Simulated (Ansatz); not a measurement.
# Au: the cost of one run

Program: Ansatz 0.2.0. Level of theory: DFT LDA, scalar-relativistic, plane waves, PAW. These are calculated values, not measurements.

### Step 1. Starting point

It takes space group Fm-3m (No. 225, cubic). Conventional cell: a = 4.080 Å, b = 4.080 Å, c = 4.080 Å, α = 90.00°, β = 90.00°, γ = 90.00°. Around Au (site symmetry m-3m) lie 12 Au at 2.88 Å.

As a file:

```cif
data_structure
_symmetry_space_group_name_H-M 'P 1'
_symmetry_Int_Tables_number 1
_cell_length_a 2.8850
_cell_length_b 2.8850
_cell_length_c 2.8850
_cell_angle_alpha 60.000
_cell_angle_beta 60.000
_cell_angle_gamma 60.000
_cell_volume 16.98
loop_
_atom_site_label
_atom_site_type_symbol
_atom_site_fract_x
_atom_site_fract_y
_atom_site_fract_z
_atom_site_occupancy
Au1 Au 0.00000 0.00000 0.00000 1
```

### Step 2. Relaxing cell and atoms: Au, no spin

Input file input.yaml:

```yaml
crystal:
  lattice:
    - [0.0, 2.04, 2.04]
    - [2.04, 0.0, 2.04]
    - [2.04, 2.04, 0.0]
  atoms:
    - { symbol: Au, position: [0.0, 0.0, 0.0] }
scf:
  occupations: { method: gaussian, width: 0.1 }
output:
  forces: true
  stress: true
  eigenvalues: true
  write_density: true
  write_potential: true
  elf: true
  volumetric_format: npy
kpoints:
  mp_grid: { grid: [34, 34, 34] }
hamiltonian:
  xc: lda
relax:
  f_tol: 0.003
  max_steps: 60
  cell: { stress_tol: 0.02 }
```

Run with:

```console
> ansatz run input.yaml --threads 8 --pin off --max-ram 24576MiB --backend cpu --events-out ev --progress --plain --runs-dir out
```

Q: Estimate wall time and peak memory on 8 threads of Intel Xeon Platinum 8488C (Sapphire Rapids), shared host.

About 7.6 s, with a peak of 0.62 GiB.
